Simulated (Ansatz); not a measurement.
# C₆H₁₉N₃OZr: basis-set convergence

One table from this session's results is given with a row withheld; the runs are named, their logs left out.

The runs use Ansatz 0.2.0, Gaussian basis; one geometry, several basis sets.

The runs, in order: PBE0-D4/def2-SVP; ωB97M-V/def2-SVP; PBE0-D4/def2-QZVPP; ωB97M-V/def2-QZVPP; the functionals' def2-TZVPP values are taken from earlier runs.

## The geometry

An earlier PBE0-D4 in a triple-zeta def2 set relaxation fixed the geometry. Zr takes the def2 core potential; no spin-orbit term is included.

SMILES `C[N](C)[Zr]([OH])([N](C)C)[N](C)C`, 30 atoms, charge 0, spin multiplicity 1.

Atoms are counted from 1 here; the program's logs count them from 0.

Bond lengths: C1–N2 1.442 Å, C1–H12 1.101 Å, C1–H13 1.097 Å, C1–H14 1.101 Å, N2–C3 1.438 Å, N2–Zr4 2.043 Å, C3–H15 1.092 Å, C3–H16 1.101 Å, C3–H17 1.101 Å, Zr4–O5 1.955 Å, Zr4–N6 2.044 Å, Zr4–N9 2.045 Å, O5–H18 0.951 Å, N6–C7 1.438 Å, N6–C8 1.442 Å, C7–H19 1.101 Å, C7–H20 1.092 Å, C7–H21 1.101 Å and more. Angles: N2–C1–H12 111.8°, N2–C1–H13 111.1°, N2–C1–H14 112.1°, H12–C1–H13 107.0°, H12–C1–H14 107.4°, H13–C1–H14 107.1°, C1–N2–C3 112.6°, C1–N2–Zr4 116.9°, C3–N2–Zr4 130.4°, N2–C3–H15 110.5°, N2–C3–H16 111.6°, N2–C3–H17 111.9°, H15–C3–H16 107.8°, H15–C3–H17 107.9°, H16–C3–H17 106.9°, N2–Zr4–O5 111.8°, N2–Zr4–N6 106.2°, N2–Zr4–N9 107.1° and more.

Geometry (Å):

```xyz
30

C    -2.9123   -0.6053   -0.6442
N    -1.5647   -1.0250   -0.3477
C    -1.4889   -2.4111    0.0290
Zr   -0.0825    0.3511   -0.6390
O    -0.2847    1.2873   -2.3429
N    -0.1422    1.6043    0.9741
C    -0.9521    1.5867    2.1619
C     0.7162    2.7613    0.9050
N     1.6970   -0.6513   -0.5320
C     2.1154   -1.3883   -1.6992
C     2.6773   -0.6834    0.5203
H    -3.5740   -0.7060    0.2296
H    -2.9392    0.4484   -0.9482
H    -3.3580   -1.1897   -1.4637
H    -0.4541   -2.6965    0.2299
H    -2.0772   -2.6178    0.9363
H    -1.8758   -3.0729   -0.7617
H    -0.3969    1.8760   -3.0813
H    -0.3354    1.5645    3.0736
H    -1.5944    0.7037    2.1722
H    -1.5967    2.4769    2.2329
H     1.3126    2.7557   -0.0166
H     1.4263    2.7961    1.7453
H     0.1469    3.7033    0.9155
H     1.3627   -1.3275   -2.4943
H     2.2668   -2.4556   -1.4769
H     3.0585   -1.0025   -2.1164
H     3.6441   -0.2688    0.1935
H     2.8698   -1.7111    0.8652
H     2.3355   -0.1023    1.3798
```

The first run:

in.yaml

```yaml
crystal:
  periodic: [false, false, false]
  atoms:
    - {symbol: C, position_ang: [-2.912253, -0.605313, -0.644215]}
    - {symbol: N, position_ang: [-1.564693, -1.024984, -0.347663]}
    - {symbol: C, position_ang: [-1.488903, -2.411071, 0.029048]}
    - {symbol: Zr, position_ang: [-0.082470, 0.351110, -0.639037]}
    - {symbol: O, position_ang: [-0.284726, 1.287260, -2.342905]}
    - {symbol: N, position_ang: [-0.142178, 1.604286, 0.974104]}
    - {symbol: C, position_ang: [-0.952149, 1.586703, 2.161904]}
    - {symbol: C, position_ang: [0.716229, 2.761267, 0.904956]}
    - {symbol: N, position_ang: [1.697013, -0.651321, -0.531980]}
    - {symbol: C, position_ang: [2.115439, -1.388251, -1.699211]}
    - {symbol: C, position_ang: [2.677293, -0.683364, 0.520308]}
    - {symbol: H, position_ang: [-3.574018, -0.706047, 0.229562]}
    - {symbol: H, position_ang: [-2.939189, 0.448412, -0.948224]}
    - {symbol: H, position_ang: [-3.357970, -1.189678, -1.463748]}
    - {symbol: H, position_ang: [-0.454087, -2.696516, 0.229924]}
    - {symbol: H, position_ang: [-2.077239, -2.617786, 0.936338]}
    - {symbol: H, position_ang: [-1.875801, -3.072934, -0.761734]}
    - {symbol: H, position_ang: [-0.396900, 1.875958, -3.081279]}
    - {symbol: H, position_ang: [-0.335365, 1.564520, 3.073638]}
    - {symbol: H, position_ang: [-1.594444, 0.703674, 2.172164]}
    - {symbol: H, position_ang: [-1.596725, 2.476892, 2.232897]}
    - {symbol: H, position_ang: [1.312648, 2.755742, -0.016575]}
    - {symbol: H, position_ang: [1.426331, 2.796125, 1.745322]}
    - {symbol: H, position_ang: [0.146874, 3.703289, 0.915545]}
    - {symbol: H, position_ang: [1.362670, -1.327505, -2.494347]}
    - {symbol: H, position_ang: [2.266785, -2.455647, -1.476938]}
    - {symbol: H, position_ang: [3.058451, -1.002547, -2.116363]}
    - {symbol: H, position_ang: [3.644095, -0.268835, 0.193501]}
    - {symbol: H, position_ang: [2.869753, -1.711102, 0.865204]}
    - {symbol: H, position_ang: [2.335531, -0.102335, 1.379803]}
basis:
  gaussian: {orbitals: def2-SVP}
hamiltonian: {xc: pbe0, dispersion: d4}
output: {orbitals: {seedname: orbitals}}
```

On the command line:

```console
ansatz run in.yaml --threads 11 --pin off --events-out ev --progress --plain --max-ram 174080MiB --backend cpu
```

Steps of the session up to this table: PBE0-D4 in def2-SVP; ωB97M-V in def2-SVP; PBE0-D4 in def2-QZVPP; ωB97M-V in def2-QZVPP.

One table of the session follows, with a row left open; its other results are not shown here.

It belongs to the step «Density functionals: the series». 

```
functional       basis  HOMO (eV)  LUMO (eV)
   PBE0-D4    def2-SVP      -5.75       0.45
   PBE0-D4  def2-TZVPP      -5.87       0.15
   PBE0-D4  def2-QZVPP      -5.89       0.01
   ωB97M-V    def2-SVP          ?          ?
   ωB97M-V  def2-TZVPP      -8.14       1.08
   ωB97M-V  def2-QZVPP      -8.17       0.67
```

**Question.** Estimate the row for ωB97M-V, def2-SVP.

**Answer.** HOMO (eV): -8.03; LUMO (eV): 1.50. In the column «HOMO (eV)» it lies between ωB97M-V, def2-TZVPP (-8.14) and PBE0-D4, def2-QZVPP (-5.89).
